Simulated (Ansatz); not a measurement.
# CH5BO2Si: one species, many methods

One table from this session's results is given with a row withheld; the runs are named, their logs left out.

Program: Ansatz 0.2.0, Gaussian basis. Level of theory: functionals in def2-TZVPP, the program's frozen cores in correlated methods. These are calculated values, not measurements.

The runs, in order: LDA (SPW92), PBE-D4, revPBE-D4, BLYP-D4, r2SCAN-D4, B97M-V, PBE0-D4, B3LYP-D4, r2SCANh-D4, r2SCAN0-D4, HSE06-D4, BHLYP-D4, CAM-B3LYP-D4, LC-ωPBE, ωB97X-V, ωB97M-V, B2PLYP, PBE-QIDH; CCSD(T)/def2-SVP; CCSD(T)/def2-TZVPP; MP2/def2-QZVPP; extrapolation to the limit; RPA on PBE.

### The relaxed structure

The geometry comes from an earlier relaxation with PBE0-D4 in a triple-zeta def2 set; it is a stationary point, not always the lowest conformer.

SMILES `O=CB(O)[SiH3]`, 10 atoms, charge 0, spin multiplicity 1.

Atoms are counted from 1 here; the program's logs count them from 0.

Bond lengths: O1–C2 1.212 Å, C2–B3 1.627 Å, C2–H6 1.110 Å, B3–O4 1.339 Å, B3–Si5 2.023 Å, O4–H7 0.976 Å, Si5–H8 1.491 Å, Si5–H9 1.491 Å, Si5–H10 1.485 Å. Angles: O1–C2–B3 117.5°, O1–C2–H6 118.9°, B3–C2–H6 123.6°, C2–B3–O4 112.2°, C2–B3–Si5 125.8°, O4–B3–Si5 122.0°, B3–O4–H7 108.8°, B3–Si5–H8 109.5°, B3–Si5–H9 109.2°, B3–Si5–H10 113.1°, H8–Si5–H9 107.0°, H8–Si5–H10 109.0°, H9–Si5–H10 109.0°.

The first run:

in.yaml reads:

```yaml
crystal:
  periodic: [false, false, false]
  atoms:
    - {symbol: O, position_ang: [-2.630404, -0.260705, 0.166606]}
    - {symbol: C, position_ang: [-1.503858, -0.400126, 0.591695]}
    - {symbol: B, position_ang: [-0.279011, 0.142671, -0.331925]}
    - {symbol: O, position_ang: [-0.712484, 0.693570, -1.472679]}
    - {symbol: Si, position_ang: [1.688380, 0.034469, 0.127597]}
    - {symbol: H, position_ang: [-1.359093, -0.885998, 1.579122]}
    - {symbol: H, position_ang: [-1.686650, 0.645447, -1.495495]}
    - {symbol: H, position_ang: [2.056480, -1.383755, 0.404452]}
    - {symbol: H, position_ang: [1.941511, 0.802253, 1.380811]}
    - {symbol: H, position_ang: [2.568128, 0.561075, -0.947284]}
basis:
  gaussian: {orbitals: def2-TZVPP}
hamiltonian: {xc: lda}
output: {orbitals: {seedname: orbitals}}
```

Steps of the session up to this table: LDA; PBE-D4 (GGA); revPBE-D4 (GGA); BLYP-D4 (GGA); r2SCAN-D4 (meta-GGA); B97M-V (meta-GGA); PBE0-D4 (hybrid); B3LYP-D4 (hybrid); r2SCANh-D4 (hybrid); r2SCAN0-D4 (hybrid); HSE06-D4 (hybrid); BHLYP-D4 (hybrid); CAM-B3LYP-D4 (range-separated); LC-ωPBE (range-separated); ωB97X-V (range-separated); ωB97M-V (range-separated); B2PLYP (double hybrid); PBE-QIDH (double hybrid).

One of the session's tables, all rows but one given; the rest of the session is left out.

It belongs to the step «Frontier levels by functional». 

```
  functional  HOMO (eV)  LUMO (eV)  gap (eV)
 LDA (SPW92)      -6.17      -4.04      2.13
      PBE-D4      -6.02      -3.77      2.25
   revPBE-D4      -5.96      -3.67      2.29
     BLYP-D4      -5.95      -3.62      2.33
   r2SCAN-D4      -6.28      -3.62      2.66
      B97M-V      -6.45      -3.59      2.86
     PBE0-D4      -7.48      -2.73      4.75
    B3LYP-D4      -7.28      -2.96      4.33
  r2SCANh-D4          ?          ?         ?
  r2SCAN0-D4      -7.66      -2.65      5.01
    HSE06-D4      -7.08      -3.12      3.96
    BHLYP-D4      -8.90      -1.58      7.31
CAM-B3LYP-D4      -8.92      -1.52      7.40
     LC-ωPBE     -10.19      -0.29      9.90
     ωB97X-V      -9.87      -0.38      9.49
     ωB97M-V      -9.76      -0.50      9.26
```

Q: Estimate the row for r2SCANh-D4 from the others.

Worked estimate for «HOMO (eV)». Against the share of exact exchange, r2SCAN-D4 (0, -6.28), r2SCAN0-D4 (0.25, -7.66) give a slope of -5.52 per unit share; at 0.1 the line stands at -6.83.

The run gave: HOMO (eV): -6.83; LUMO (eV): -3.23; gap (eV): 3.60. In «HOMO (eV)» the line misses by 0.00.
